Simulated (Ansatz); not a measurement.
Wanted: the native input for an Ansatz 0.2.0 run.

| Item | Value |
| --- | --- |
| Task | single point |
| Functional | HSE06 form with a typed share of exact exchange |
| Potentials or basis | Ansatz PAW |
| Cutoff | 420 eV (not typed: the program's choice for these potentials) |
| k mesh | 5 × 5 × 5 |
| Occupations | fermi-dirac, width 0.05 eV |
| Spin | no spin polarisation |
| Screening (1/Å) | 0.2 |
| Share of exact exchange | 0.4 |

The system is CaIrN2.

```xyz
4
Lattice="1.6489 0.9520 5.0094 -1.6489 0.9520 5.0094 0.0000 -1.9039 5.0094" Properties=species:S:1:pos:R:3 pbc="T T T"
Ir    0.0000    0.0000    7.5141
Ca    0.0000    0.0000    0.0000
N     0.0000    0.0000    3.4697
N     0.0000    0.0000   11.5585
```

The cell comes from a database or a generator and needn't be the stable form of this composition.

The input as run:

input.yaml

```yaml
crystal:
  lattice:
    - [1.6488500006, 0.9519639917, 5.0094002244]
    - [-1.6488500006, 0.9519639917, 5.0094002244]
    - [0.0, -1.9039279834, 5.0094002244]
  atoms:
    - { symbol: Ir, position: [0.5, 0.5, 0.5] }
    - { symbol: Ca, position: [0.0, 0.0, 0.0] }
    - { symbol: "N", position: [0.230881, 0.230881, 0.230881] }
    - { symbol: "N", position: [0.769119, 0.769119, 0.769119] }
hamiltonian:
  xc: { exchange: pbe, correlation: pbe, exx: { coeff: 0.4, omega: 0.2 } }
  pseudopotentials: { kind: paw }
kpoints:
  mp_grid: { grid: [5, 5, 5] }
scf:
  occupations: { method: fermi_dirac, width: 0.05 }
output:
  forces: true
  stress: true
  eigenvalues: true
  write_density: true
  write_potential: true
  elf: true
  volumetric_format: npy
```

Potentials or basis: Ansatz PAW.

Launch:

```bash
$ ansatz run input.yaml --threads 2 --pin off --max-ram 5632MiB --backend cpu --events-out ev --progress --plain --runs-dir out
```

Results of the run:

| Property | Result |
| --- | --- |
| Pressure | -13.1 GPa |
| Largest force | 0.530 eV/Å |
| Band gap on the k mesh | none (metal or under the smearing width) |

Caveat: the k mesh is coarse (spacing up to 0.45 Å⁻¹), so the values aren't converged, least of all with exact exchange; the PAW data sets come from PBE, with cores solved anew for the run's functional, which leaves a small shift of forces and pressure; the thresholds are loose for stress.

It took 24 s on 2 threads of Intel(R) Xeon(R) Platinum 8488C (Sapphire Rapids), on a shared host, peak memory 1.3 GiB.
